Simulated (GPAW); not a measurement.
The system is GaGe3.

```
CELL_PARAMETERS angstrom
0.00000 3.38717 3.38717
3.38717 0.00000 3.38717
3.38717 3.38717 0.00000
ATOMIC_POSITIONS crystal
Ge 0.50000 0.50000 0.50000
Ge 0.75000 0.75000 0.75000
Ge 0.25000 0.25000 0.25000
Ga 0.00000 0.00000 0.00000
```

The cell comes from a database or a generator and needn't be the stable form of this composition.

| Property | Result |
| --- | --- |
| Program | GPAW 26.7.0 |
| Task | relaxation of cell and atoms |
| Functional | PBEsol |
| Dispersion | D3(BJ) |
| Potentials or basis | PAW data sets generated in the run's folder for this functional |
| Cutoff | 600 eV |
| Basis | pw |
| k mesh | 7 × 7 × 7 |
| Occupations | fermi-dirac, width 0.05 eV |
| Spin | no spin polarisation |

At the start: pressure -6.8 GPa; volume 19.43 Å³/atom.

**Question.** How do energy, volume and symmetry change on relaxing?

**Answer.** Over 5 steps the energy falls by 43.4 meV/atom and the volume is 17.56 Å³/atom (-9.6 %); space group Fm-3m (No. 225, to 0.05 Å).

Step by step:
```csv
step,energy change (eV),largest force (eV/Å),pressure (GPa),volume (Å³)
1,0.0000,0.0000,-6.79,77.72
2,-0.0281,0.0000,-6.34,77.04
3,-0.1676,0.0000,1.52,69.06
4,-0.1738,0.0000,-0.19,70.41
5,-0.1738,0.0000,0.00,70.25
```

Final structure:
```
Ge Ga
1.0
     0.00000    3.27499    3.27499
     3.27499    0.00000    3.27499
     3.27499    3.27499    0.00000
Ge Ga
3 1
Cartesian
  3.2750 3.2750 3.2750
  4.9125 4.9125 4.9125
  1.6375 1.6375 1.6375
  0.0000 0.0000 0.0000
```

Caveat: later steps reuse the first step's grids; pairwise dispersion overbinds metals, which lowers pressure and volume.
